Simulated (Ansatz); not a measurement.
Task: a few random alloy cells with their mixing energies of Li-Al random alloys, with the Ansatz DFT code, driven from Python. Give the script and its output. Settings (first run): r2SCAN, PAW, cutoff 600 eV, Gaussian smearing of 0.1 eV.

`random_alloy.py`
```python
"""Random Li-Al cells of 8 mixed sites, after relaxing cells and atoms."""

from collections import Counter
from dataclasses import dataclass
import warnings

import ansatz
import numpy as np


@dataclass
class Settings:
    cutoff: int = 600
    xc: str = "r2SCAN"
    kspacing: float = 0.14
    occupations: str = "gaussian"
    sigma: float = 0.1


opts = Settings()


def fcc(a_site, a):
    return (
        ansatz.Lattice.fcc(a)
        .space_group(225)
        .atom(a_site, [0, 0, 0])
        .primitive()
    )

A_FIRST, A_LAST = 4.42, 4.05


def ground_state(name, crystal):
    calc = (
        crystal.calculation()
        .basis(opts.cutoff)
        .functional(opts.xc)
        .kpoints(spacing=opts.kspacing)  # the mesh must be finer for metals
        .occupations(opts.occupations, width=opts.sigma)
        .band_table()  # levels at the mesh points
    )
    calc = calc.relax(force_tolerance=0.02, max_steps=60, cell=True)
    return calc.run(threads=1, pin="off")


def volume_per_atom(outcome):
    return abs(np.linalg.det(outcome.lattice.cell_ang)) / len(outcome.lattice.sites)


def counts(outcome):
    return Counter(site.symbol for site in outcome.lattice.sites)


def main() -> None:
    warnings.simplefilter("ignore")

    phases = {"Li": fcc("Li", A_FIRST), "Al": fcc("Al", A_LAST)}
    for k in [3]:
        a = A_FIRST + (A_LAST - A_FIRST) * k / 8
        supercell = fcc("Li", a).supercell(2).resolved()
        for seed in [2]:
            drawn = supercell.site_disorder().occupy("Li", Li=8 - k, Al=k).random(seed=seed)
            phases[f"Li{8 - k}Al{k} seed {seed}"] = drawn.crystal

    done = {name: ground_state(name, crystal) for name, crystal in phases.items()}

    # x is the share of the second element on the mixed sites; both end members stand on this same lattice
    x = {name: counts(o)["Al"] / (counts(o)["Li"] + counts(o)["Al"]) for name, o in done.items()}
    first, last = min(x, key=x.get), max(x, key=x.get)
    energy = {name: o.report["energy_sigma0_ev"] / len(o.lattice.sites) for name, o in done.items()}
    volume = {name: volume_per_atom(o) for name, o in done.items()}
    rows = []
    for name in sorted(done, key=x.get):
        line = lambda table: (1 - x[name]) * table[first] + x[name] * table[last]
        rows.append((name, x[name], 1000 * (energy[name] - line(energy)), volume[name], 100 * (volume[name] / line(volume) - 1)))
    print("      cell       x(Al)  E_mix (meV/atom)  V (A^3/atom)  excess V (%)")
    for row in rows:
        print(f"{str(row[0]):>10}  {row[1]:10.3f}  {row[2]:+16.1f}  {row[3]:12.3f}  {row[4]:+12.2f}")


if __name__ == "__main__":
    main()
```

```console
$ python random_alloy.py
      cell       x(Al)  E_mix (meV/atom)  V (A^3/atom)  excess V (%)
        Li       0.000              +0.0        20.924         +0.00
Li5Al3 seed 2       0.375             -79.7        16.367        -14.04
        Al       1.000              +0.0        15.902         +0.00
```

Cells of eight mixed sites are far from the random limit, and both end members stand on the same lattice, which need not be their own. Differences under about 40 meV an atom lie within the error of mesh and functional. The cells are prototypes set up for this calculation and needn't exist. Wall time of the script: 5.8 min on 1 thread of Arm Neoverse V1, with other jobs on the host, peak memory 1.3 GiB.
